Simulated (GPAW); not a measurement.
Runs of GPAW 26.7.0 on ZrSiO. The structure is tetragonal, space group P4/nmm (No. 129). The conventional cell has a = 3.320 Å, b = 3.320 Å, c = 7.352 Å, α = 90.00°, β = 90.00°, γ = 90.00°. Zr (site symmetry 4mm) has 5 O at 2.23 to 2.42 Å as nearest neighbours. Around Si (site symmetry -4m2) lie 4 Si at 2.35 Å. O (site symmetry 4mm) has 5 Zr at 2.23 to 2.42 Å as nearest neighbours. The cell comes from a database or a generator and needn't be the stable form of this composition.

```tsv
task	level	potentials or basis	k mesh	band path	band points	mesh quality	gap on the mesh (eV)	pressure (GPa)	largest force (eV/Å)
single point	TB-mBJ	GPAW PAW data sets for LDA (gpaw-data 1.2.1), pw	6 × 6 × 4	-	-	not flagged	(a)	-	-
band structure	LDA	the program's PAW data sets (release 1.2.1) made for this functional, pw	5 × 5 × 3	GXMGZRAZ,XR,MA	80	coarse	-	(b)	0.66
single point	PBEsol	PAW data sets generated in the run's folder for this functional, pw	8 × 8 × 4	-	-	not flagged	none	-7.2	0.40
band structure	r2SCAN	GPAW PAW data sets (gpaw-data 1.2.1), pw	5 × 5 × 3	GXMGZRAZ,XR,MA	80	coarse	-	-3.9	0.31
band structure	PBEsol	PAW data sets generated in the run's folder for this functional, pw	5 × 5 × 3	GXMGZRAZ,XR,MA	80	coarse	-	-7.1	0.50
```

Alike in all rows: no spin polarisation; cell as given; cutoff (eV) 800; smearing fermi-dirac 0.05 eV.

Task: Fill in the values left out.

Result: (a) 0.29; (b) -11.3.

Caveats: some runs use coarse meshes; the PAW data sets were made with another functional, which shifts forces and pressure a little (some runs); a model potential gives levels but no total energy (some runs).

A k mesh can miss the band edges, and the runs leave out spin-orbit coupling on Zr.

A gap of «none» marks a metal or a gap under the smearing width.

Runs at the PBE level aren't shown here.
